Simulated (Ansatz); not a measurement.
# Ba: pressure up to the limit of the methods

Aim: compress Ba (bcc type) step by step, far beyond the usual range, and follow pressure and electronic structure. Methods of the runs shown: PAW. Its runs: cell relaxed at zero pressure (PAW); volume scaled by 1 (PAW); volume scaled by 0.92 (PAW); volume scaled by 0.84 (PAW and PAW (core large)); volume scaled by 0.76 (PAW); volume scaled by 0.68 (PAW); volume scaled by 0.6 (PAW); volume scaled by 0.52 (PAW); volume scaled by 0.45 (PAW and PAW (source ansatz)).

Method: DFT LDA, with the methods named in each step, in Ansatz 0.2.0.

**1. The system as given**

It takes space group Im-3m (No. 229, cubic). Conventional cell: a = 4.758 Å, b = 4.758 Å, c = 4.758 Å, α = 90.00°, β = 90.00°, γ = 90.00°. Around Ba (site symmetry m-3m) lie 8 Ba at 4.12 Å.

Coordinates:

```
CELL_PARAMETERS angstrom
-2.37894 2.37894 2.37894
2.37894 -2.37894 2.37894
2.37894 2.37894 -2.37894
ATOMIC_POSITIONS crystal
Ba 0.00000 0.00000 0.00000
```

Whether this phase is the stable one at these pressures isn't tested.

**2. Cell relaxed at zero pressure, PAW**

File input.yaml:

```yaml
crystal:
  lattice:
    - [-2.3789389852, 2.3789389852, 2.3789389852]
    - [2.3789389852, -2.3789389852, 2.3789389852]
    - [2.3789389852, 2.3789389852, -2.3789389852]
  atoms:
    - { symbol: Ba, position: [0.0, 0.0, 0.0] }
kpoints:
  mp_grid: { grid: [11, 11, 11] }
scf:
  occupations: { method: fermi_dirac, width: 0.05 }
hamiltonian:
  xc: lda
  pseudopotentials: { kind: paw }
output:
  forces: true
  stress: true
relax:
  f_tol: 0.005
  max_steps: 40
  cell: {}
```

Started as:

```
ansatz run input.yaml --threads 1 --pin off --max-ram 2048MiB --backend cpu --events-out ev --progress --plain --runs-dir out
```

Further steps of the session: Volume scaled by 1, PAW; Volume scaled by 0.92, PAW; Volume scaled by 0.84, PAW; Volume scaled by 0.84, PAW (core large); Volume scaled by 0.76, PAW; Volume scaled by 0.68, PAW; Volume scaled by 0.6, PAW; Volume scaled by 0.52, PAW; Volume scaled by 0.45, PAW; Volume scaled by 0.45, PAW (source ansatz).

What does the calculation give? Wanted: PAW pressure at 0.45 of the volume; fitted bulk modulus at zero pressure.

**Answer**, as computed:

| quantity | value |
| --- | --- |
| PAW pressure at 0.45 of the volume | 25.2 GPa |
| fitted bulk modulus at zero pressure (PAW) | 7.3 GPa |
| its pressure derivative | 3.63 |

At 0.45 of the starting volume PAW gives 25 GPa. A third-order Birch-Murnaghan curve fits the range only roughly (B₀ = 7.3 GPa, B′ = 3.63, misfit at most 0.20 GPa). A fit over so wide a range leans to the high pressures, so B₀ can be off by several per cent. No all-electron run checks these rows here, and frozen cores can fail under such compression. The ions are at rest, and the electrons smeared by 0.05 eV. Spin-orbit coupling is left out, though the cell holds Ba; in elements this heavy it can shift bands and gaps by tenths of an eV.
